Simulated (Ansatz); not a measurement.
# LiAgC: the cost of one run

Program: Ansatz 0.2.0. Level of theory: DFT PBE, scalar-relativistic, plane waves, PAW. These are calculated values, not measurements.

### 1 The system as given

The structure is orthorhombic, space group Cmmm (No. 65). Conventional cell: a = 3.599 Å, b = 3.700 Å, c = 6.999 Å, α = 90.00°, β = 90.00°, γ = 90.00°. Li (site symmetry mmm) is surrounded by 4 Li at 2.58 Å. Around Ag (site symmetry mmm) lie 4 C at 1.80 to 1.85 Å. C (site symmetry mmm) has 4 Ag at 1.80 to 1.85 Å as nearest neighbours.

Coordinates:

```
Li Ag C
1.0
     1.79960   -1.84987    0.00000
     1.79960    1.84987    0.00000
     0.00000    0.00000    6.99940
Li Ag C
1 1 1
Cartesian
  1.7996 0.0000 3.4997
  1.7996 0.0000 0.0000
  0.0000 0.0000 0.0000
```

The cell is invented: random cell by space group and Wyckoff sites (Cmmm, No. 65). Lengths come from tabulated atomic sizes and are only a guess.

### 2 Probe: one point on a coarse mesh

input.yaml

```yaml
crystal:
  lattice:
    - [1.79960032, -1.84986898, 0.0]
    - [1.79960032, 1.84986898, 0.0]
    - [0.0, 0.0, 6.99939743]
  atoms:
    - { symbol: Li, position: [0.5, 0.5, 0.5] }
    - { symbol: Ag, position: [0.5, 0.5, 0.0] }
    - { symbol: C, position: [0.0, 0.0, 0.0] }
basis:
  ecutwfc: 420
kpoints:
  mp_grid: { grid: [6, 6, 4] }
hamiltonian:
  xc: pbe
scf:
  occupations: { method: gaussian, width: 0.1 }
  lower_state_search: "off"
output:
  forces: true
  stress: true
  eigenvalues: true
```

Run with:

```
$ ansatz run input.yaml --threads 1 --pin off --max-ram 2560MiB --backend cpu --events-out ev --progress --plain --runs-dir out
```

Q: Estimate wall time and peak memory on 1 thread of Arm Neoverse V1, shared host.

About 2 s, with a peak of 0.26 GiB.
